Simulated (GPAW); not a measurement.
Set up this calculation in GPAW 26.7.0, as an ASE script.

| Item | Value |
| --- | --- |
| Task | single point |
| Functional | RPBE |
| Potentials or basis | the program's PAW data sets (release 1.2.1) made for this functional |
| Cutoff | 600 eV |
| Basis | pw |
| k mesh | 7 × 7 × 5 |
| Occupations | gaussian, width 0.1 eV |
| Spin | collinear spin, ferromagnetic start |
| Starting moments | [0.0, 0.0, 1.0, 1.0, 2.0, 2.0] μB |
| Maxiter | 150 |

Crystal: CoNiSb.

```
CELL_PARAMETERS angstrom
4.24327 0.00000 0.00000
-2.12164 3.67478 0.00000
0.00000 0.00000 5.38024
ATOMIC_POSITIONS crystal
Sb 0.33333 0.66667 0.25000
Sb 0.66667 0.33333 0.75000
Ni 0.33333 0.66667 0.75000
Ni 0.66667 0.33333 0.25000
Co 0.00000 0.00000 0.00000
Co 0.00000 0.00000 0.50000
```

The cell comes from a database or a generator and needn't be the stable form of this composition.

These files were run (other wordings do the same):

run.py

```python
from ase import Atoms
from ase.dft.bandgap import bandgap
from ase.io import write
from ase.units import GPa
from gpaw import GPAW, PW

atoms = Atoms(['Sb', 'Sb', 'Ni', 'Ni', 'Co', 'Co'],
              cell=[[4.2432701667, 0.0, 0.0],
                    [-2.1216350833, 3.6747797594, 0.0],
                    [0.0, 0.0, 5.380238]],
              scaled_positions=[[0.3333333333, 0.6666666667, 0.25],
                                [0.6666666667, 0.3333333333, 0.75],
                                [0.3333333333, 0.6666666667, 0.75],
                                [0.6666666667, 0.3333333333, 0.25],
                                [0.0, 0.0, 0.0],
                                [0.0, 0.0, 0.5]],
              pbc=True)
atoms.set_initial_magnetic_moments([0.0, 0.0, 1.0, 1.0, 2.0, 2.0])

calc = GPAW(mode=PW(600),
            xc='RPBE',
            kpts={'size': (7, 7, 5), 'gamma': True},
            occupations={'name': 'methfessel-paxton', 'order': 0, 'width': 0.1},
            nbands=66,
            convergence={'density': 1e-05, 'energy': 1e-05},
            maxiter=150,
            txt='gpaw.txt')
atoms.calc = calc
energy = atoms.get_potential_energy()
forces = atoms.get_forces()
stress = atoms.get_stress()
calc.write('gs.gpw')
write('result.traj', atoms)
print(f'Energy: {energy:.6f} eV')
print('Forces (eV/A):')
print(forces.round(4))
print('Stress (GPa):', (stress / GPa).round(3))
print('Moments:', calc.get_magnetic_moments().round(3))
print('Fermi level:', round(calc.get_fermi_level(), 4), 'eV')
print(f'Gap: {bandgap(calc)[0]:.4f} eV, direct: {bandgap(calc, direct=True)[0]:.4f} eV')
```

Potentials or basis: the program's PAW data sets (release 1.2.1) made for this functional, pw.

Run with:

```console
$ OMP_NUM_THREADS=1 python run.py
```

It gave:

```yaml
Pressure: 4.7 GPa
Band_gap_on_the_k_mesh: none (metal or under the smearing width)
Net_moment: 1.93 μB per cell
Site_moments: Sb -0.00; Ni +0.07; Co +0.94 μB
```

Caveat: the stock nickel data set gives pressures a few GPa off other programs.

Wall time 6.4 min on 1 thread of Arm Neoverse V2, with other jobs on the host, peak memory 0.4 GiB.
